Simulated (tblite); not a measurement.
# C7H12BF: the cost of one run

Programs: tblite 0.8.0 and PySCF 2.14.0, with density-fitted response routines of our own. Each step states its level of theory. These are calculated values for one molecule, in the gas phase or a continuum, unless marked as measured. Atoms count from 0, in the outputs and in this text.

## 1. Starting geometry

21 atoms, charge 0, multiplicity 1; geometry from: force field or distance geometry start.

Bonds of the start (Å): C0–C1 1.33, C1–C2 1.50, C2–C3 1.49, C3–C4 1.54, C4–B5 1.60, B5–C6 1.59, C6–C7 1.53, C7–F8 1.38, C7–C3 1.50, C0–H9 1.08, C0–H10 1.09, C1–H11 1.08, C2–H12 1.10, C2–H13 1.12, C3–H14 1.11, C4–H15 1.10, C4–H16 1.11, B5–H17 1.18, C6–H18 1.09, C6–H19 1.11, C7–H20 1.09.

## 2. Geometry optimisation with GFN2-xTB

The job: settings as JSON, then the geometry in Å.

```
{"job": {"kind": "relax", "xc": "GFN2-xTB", "basis": "xTB"}, "charge": 0, "multiplicity": 1}
C      2.970500     0.542600    -0.929100
C      2.260800     0.471100     0.191400
C      1.248500    -0.626800     0.351900
C     -0.138000    -0.110400     0.565400
C     -1.191100    -1.226400     0.732700
B     -2.566600    -0.462800     0.417300
C     -2.074800     0.987400    -0.026600
C     -0.719900     0.595500    -0.628100
F     -0.939800    -0.352900    -1.608000
H      3.693500     1.339400    -1.008100
H      2.819300    -0.148100    -1.757400
H      2.457300     1.183800     0.974700
H      1.604400    -1.330500     1.124400
H      1.234100    -1.183800    -0.623100
H     -0.251800     0.533300     1.466000
H     -1.175000    -1.702100     1.720000
H     -1.006800    -1.969400    -0.065600
H     -3.450600    -1.018000    -0.134700
H     -2.752100     1.469200    -0.729300
H     -1.877800     1.553500     0.912800
H     -0.153200     1.472300    -0.947000
```

On the command line:

```bash
$ OMP_NUM_THREADS=1 python probes_run.py task.json out
```

This one command runs all jobs of the session in turn.

Q: Estimate the wall time and peak memory of this first job on 1 thread of Arm Neoverse N1, shared host.

About 1.1 s, with a peak of 0.18 GiB.
